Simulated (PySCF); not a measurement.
**GeSe₂⁻: structure of the doublet**

Where does doublet GeSe₂⁻ go from a linear start, is the end point a minimum, and what are its modes, charges and moments?

The runs use PySCF 2.14.0; PBE0, basis Ge def2-SVPD, Se def2-SVPD, no relativity, density fitting.

**1. The system as given**

3 atoms, charge -1, spin multiplicity 2.

Bond lengths: Ge1–Se2 2.180 Å, Ge1–Se3 2.180 Å. Angles: Se2–Ge1–Se3 180.0°.

Z-matrix (Å, degrees; charge -1 multiplicity 2):
```
Ge
Se 1 2.1800
Se 1 2.1800 2 180.00
```

**2. Relaxation: linear start, doublet**

The steps below are one call of a driver around PySCF. For each, scf.py gives the equivalent set-up of the SCF; relaxations use the driver's own optimiser. Before each start the driver seeks the lowest SCF state from one or more starting densities and follows internal instabilities, so scf.py alone need not reach the same state.

The program finds D∞h symmetry in the start, which this walk keeps. Threshold on the gradient: 0.0003 Eh/bohr, with a further test on the energy change.

scf.py

```python
from pyscf import gto, scf, dft
mol = gto.M(atom='''
Ge     0.000000     0.000000     0.000000
Se     0.000000     0.000000     2.180000
Se     0.000000     0.000000    -2.180000''',
    basis={'Ge': 'def2-SVPD', 'Se': 'def2-SVPD'},
    charge=-1, spin=1)
mf = dft.UKS(mol, xc='PBE0')
mf.grids.atom_grid = (50, 194)
aux = {'Ge': 'def2-universal-JKFIT', 'Se': 'def2-universal-JKFIT'}
mf = mf.density_fit(auxbasis=aux)
mf.kernel()
```

Energy and gradient, step by step:

```csv
step,energy (Eh),change (kJ/mol),largest symmetric gradient (Eh/bohr)
0,-6878.546538,0.00,0.03939
1,-6878.554411,-20.67,0.01035
2,-6878.555100,-22.48,0.00178
3,-6878.555123,-22.54,0.00012
4,-6878.555123,-22.54,0.00000
```

The walk ran for 17 s (4 threads, shared host).

Positions (Å) and forces (eV/Å) along the way:

```
step 0
Ge   0.000   0.000   0.000   0.000   0.000   0.000
Se   0.000   0.000   2.180   0.000   0.000   2.025
Se   0.000   0.000  -2.180   0.000   0.000  -2.025
step 1
Ge   0.000   0.000   0.000   0.000   0.000   0.000
Se   0.000   0.000   2.266   0.000   0.000   0.532
Se   0.000   0.000  -2.266   0.000   0.000  -0.532
step 2
Ge   0.000   0.000   0.000   0.000   0.000   0.000
Se   0.000   0.000   2.296   0.000   0.000   0.092
Se   0.000   0.000  -2.296   0.000   0.000  -0.092
step 3
Ge   0.000   0.000   0.000   0.000   0.000   0.000
Se   0.000   0.000   2.303   0.000   0.000   0.006
Se   0.000   0.000  -2.303   0.000   0.000  -0.006
step 4
Ge   0.000   0.000   0.000   0.000   0.000   0.000
Se   0.000   0.000   2.303   0.000   0.000   0.000
Se   0.000   0.000  -2.303   0.000   0.000   0.000
```

End point (D∞h, 4 steps, 22.5 kJ/mol gained): Ge–Se 2.303 Å (×2); Se–Ge–Se 180.0°.

**3. Vibrations and properties at this point**

The point is checked on the finer grid, and tightened if its gradient asks for it. The Hessian and the dipole derivatives come from central differences of analytic gradients, with steps of 0.01 bohr.

Changes to scf.py since step 2:

```diff
@@ -3,3 +3,3 @@
-Ge     0.000000     0.000000     0.000000
-Se     0.000000     0.000000     2.180000
-Se     0.000000     0.000000    -2.180000''',
+Ge    -0.000000    -0.000000     0.000000
+Se    -0.000000     0.000000     2.303558
+Se     0.000000    -0.000000    -2.303558''',
@@ -9 +9 @@
-mf.grids.atom_grid = (50, 194)
+mf.grids.atom_grid = (75, 302)
```

The driver hands on the density of the step before, so the log starts near convergence.

Log of the central SCF (cycles and frontier levels):

```text
init E= -6878.55520315745
[... the frontier-level lines of each cycle are left out ...]
cycle= 1 E= -6878.55520315728  delta_E= 1.67e-10  |g|= 1.69e-05  |ddm|= 3.82e-05
cycle= 2 E= -6878.55520315604  delta_E= 1.24e-09  |g|= 4.23e-05  |ddm|= 9.58e-05
cycle= 3 E= -6878.5552031575  delta_E= -1.46e-09  |g|= 1.25e-06  |ddm|= 6.77e-05
cycle= 4 E= -6878.5552031575  delta_E= 2.73e-12  |g|= 6.97e-07  |ddm|= 3.43e-06
Extra cycle  E= -6878.5552031575  delta_E= -1.82e-12  |g|= 1.4e-06  |ddm|= 3.16e-06
converged SCF energy = -6878.5552031575  <S^2> = 0.75658661  2S+1 = 2.0065758
```

The whole step took 32 s.

Geometry: D∞h; Ge–Se 2.304 Å (×2); Se–Ge–Se 180.0°.

Harmonic modes (main isotopes):

```tsv
symmetry	ω (cm⁻¹)	IR (km/mol)	μ (u)
πu	209i	3.7	75.72
σg+	211	0.0	79.92
σu+	303	182	75.72
```

2 modes are imaginary, the largest at 209i cm⁻¹: a saddle point, not a minimum.

Constants and moments:

```
Dipole moment about the centre of mass                          : 0.00 D
Highest occupied level                                          : -0.31 eV
Lowest empty level                                              : 1.79 eV
Rotational constants                                            : 0.01988 cm⁻¹
Zero-point energy (real modes)                                  : 3.1 kJ/mol
Principal polarisabilities                                      : 94.0, 94.0, 262.3 bohr³
Principal traceless quadrupole moments about the centre of mass : -30.19, 15.09, 15.09 D Å
Spin squared ⟨S²⟩                                               : 0.757
```

Charges (e) and bond orders:

| atom | Mulliken | Löwdin | polar tensor | spin (Mulliken) | Mayer order to Ge1 |
| --- | --- | --- | --- | --- | --- |
| Ge1 | 0.19 | -0.22 | 0.91 | 0.37 | – |
| Se2,3 | -0.60 | -0.39 | -0.96 | 0.32 | 1.64 |

Mulliken populations on Ge1: s 7.89, p 13.58, d 10.34.

**4. Following the imaginary mode**

The atoms are moved a little along the softest imaginary mode and relaxed again.

The program finds C2v symmetry in the start, which this walk keeps. Threshold on the gradient: 0.0003 Eh/bohr, with a further test on the energy change.

Changes to scf.py since step 3:

```diff
@@ -3,3 +3,3 @@
-Ge    -0.000000    -0.000000     0.000000
-Se    -0.000000     0.000000     2.303558
-Se     0.000000    -0.000000    -2.303558''',
+Ge    -0.120000     0.000000     0.000000
+Se     0.055499     0.000000     2.303558
+Se     0.055499    -0.000000    -2.303558''',
@@ -9 +9 @@
-mf.grids.atom_grid = (75, 302)
+mf.grids.atom_grid = (50, 194)
```

Steps of the walk:

```csv
step,energy (Eh),change (kJ/mol),largest symmetric gradient (Eh/bohr)
0,-6878.558799,0.00,0.01805
1,-6878.568959,-26.67,0.01481
2,-6878.576923,-47.59,0.02259
3,-6878.579822,-55.20,0.01487
4,-6878.582056,-61.06,0.00308
5,-6878.582111,-61.21,0.00115
6,-6878.582120,-61.23,0.00001
```

The walk took 26 s.

Positions (Å) and forces (eV/Å) along the way:

```
step 0
Ge  -0.120   0.000   0.000  -0.928   0.000   0.002
Se   0.056   0.000   2.304   0.464   0.000  -0.342
Se   0.056   0.000  -2.304   0.464   0.000   0.340
step 1
Ge  -0.289   0.000   0.000  -0.762   0.000   0.000
Se   0.140   0.000   2.269   0.381   0.000  -0.725
Se   0.140   0.000  -2.269   0.381   0.000   0.725
step 3
Ge  -0.559   0.000   0.000   0.280   0.000  -0.003
Se   0.275   0.000   2.147  -0.139   0.000  -0.763
Se   0.275   0.000  -2.147  -0.140   0.000   0.766
step 6
Ge  -0.623   0.000   0.000  -0.001   0.000   0.000
Se   0.307   0.000   2.048   0.000   0.000  -0.001
Se   0.307   0.000  -2.048   0.000   0.000   0.000
```

It settles in C2v symmetry, 61.2 kJ/mol below the start, after 6 steps: Ge–Se 2.250 Å (×2); Se–Ge–Se 131.1°.

**5. Frequencies**

As before: finer grid, then central differences.

Changes to scf.py since step 4:

```diff
@@ -3,3 +3,3 @@
-Ge    -0.120000     0.000000     0.000000
-Se     0.055499     0.000000     2.303558
-Se     0.055499    -0.000000    -2.303558''',
+Ge    -0.632342     0.000000     0.000000
+Se     0.292310     0.000000     2.049825
+Se     0.292310    -0.000000    -2.049825''',
@@ -9 +9 @@
-mf.grids.atom_grid = (50, 194)
+mf.grids.atom_grid = (75, 302)
```

SCF at the final geometry:

```text
init E= -6878.58225547464
[... the frontier-level lines of each cycle are left out ...]
cycle= 1 E= -6878.58225547333  delta_E= 1.31e-09  |g|= 4.67e-05  |ddm|= 0.000104
cycle= 2 E= -6878.58225546719  delta_E= 6.14e-09  |g|= 0.000102  |ddm|= 0.000225
cycle= 3 E= -6878.58225547497  delta_E= -7.78e-09  |g|= 2.04e-06  |ddm|= 0.000155
cycle= 4 E= -6878.58225547499  delta_E= -2.09e-11  |g|= 6.92e-07  |ddm|= 3.43e-06
Extra cycle  E= -6878.58225547498  delta_E= 8.19e-12  |g|= 1.04e-06  |ddm|= 3.5e-06
converged SCF energy = -6878.58225547498  <S^2> = 0.75729482  2S+1 = 2.0072816
```

The whole step took 45 s.

Geometry: C2v; Ge–Se 2.249 Å (×2); Se–Ge–Se 131.4°.

Harmonic modes (main isotopes):

| symmetry | ω (cm⁻¹) | IR (km/mol) | μ (u) |
| --- | --- | --- | --- |
| a1 | 101 | 0.3 | 77.50 |
| a1 | 271 | 2.0 | 78.03 |
| b2 | 359 | 88.8 | 75.96 |

No imaginary mode, so this is a minimum.

Constants and moments:

* Dipole moment about the centre of mass: 0.83 D
* Highest occupied level: -1.26 eV
* Lowest empty level: 1.08 eV
* Rotational constants: 0.3901, 0.0251, 0.02358 cm⁻¹
* Zero-point energy: 4.4 kJ/mol
* Principal polarisabilities: 88.5, 103.2, 192.6 bohr³
* Principal traceless quadrupole moments about the centre of mass: -20.80, 9.13, 11.67 D Å
* Entropy at 298.15 K and 1 bar (electronic part: spin only): 321.2 J/(mol K)
* Heat capacity Cp at 298.15 K: 55.2 J/(mol K)
* Enthalpy at 298.15 K above 0 K: 13.97 kJ/mol
* Rotational symmetry number: 2
* Spin squared ⟨S²⟩: 0.757

Charges (e) and bond orders:

```json
{"atom": "Ge1", "Mulliken": "0.26", "Löwdin": "-0.26", "polar tensor": "0.54", "spin (Mulliken)": "0.44", "Mayer order to Ge1": "–"}
{"atom": "Se2,3", "Mulliken": "-0.63", "Löwdin": "-0.37", "polar tensor": "-0.77", "spin (Mulliken)": "0.28", "Mayer order to Ge1": "1.61"}
```

Mulliken populations on Ge1: s 7.61, p 13.88, d 10.25.

**6. The points found, side by side**

| spin | group | bonds | imaginary modes (cm⁻¹) | ΔE (kJ/mol) | with zero-point energy |
| --- | --- | --- | --- | --- | --- |
| doublet | C2v | Ge–Se 2.249 Å (×2) | none | 0.0 | 0.0 |
| doublet | D∞h | Ge–Se 2.304 Å (×2) | 209i, 209i | 71.0 | – |

**7. Summary of results**

```
                                          quantity                                value
                                           minimum                         doublet, C2v
                                          geometry  Ge–Se 2.249 Å (×2); Se–Ge–Se 131.4°
                                wavenumbers (cm⁻¹)         101 (a1), 271 (a1), 359 (b2)
                    dipole moment (centre of mass)                               0.83 D
highest occupied, lowest empty level (either spin)                       -1.26, 1.08 eV
                        polar-tensor charge of Ge1                              +0.54 e
                                 zero-point energy                           4.4 kJ/mol
                               entropy at 298.15 K                      321.2 J/(mol K)
                                              ⟨S²⟩                                0.757
```

What this shows: From D∞h at the start the molecule goes to a C2v minimum, after a stop at a second-order saddle point 71.0 kJ/mol higher, from which it was pushed off along an imaginary mode. In the infrared the band at 359 cm⁻¹ (b2) leads. Other starts or spin states, not run here, may lie lower.

The search up to here ran for 2.1 min (4 threads, shared host).
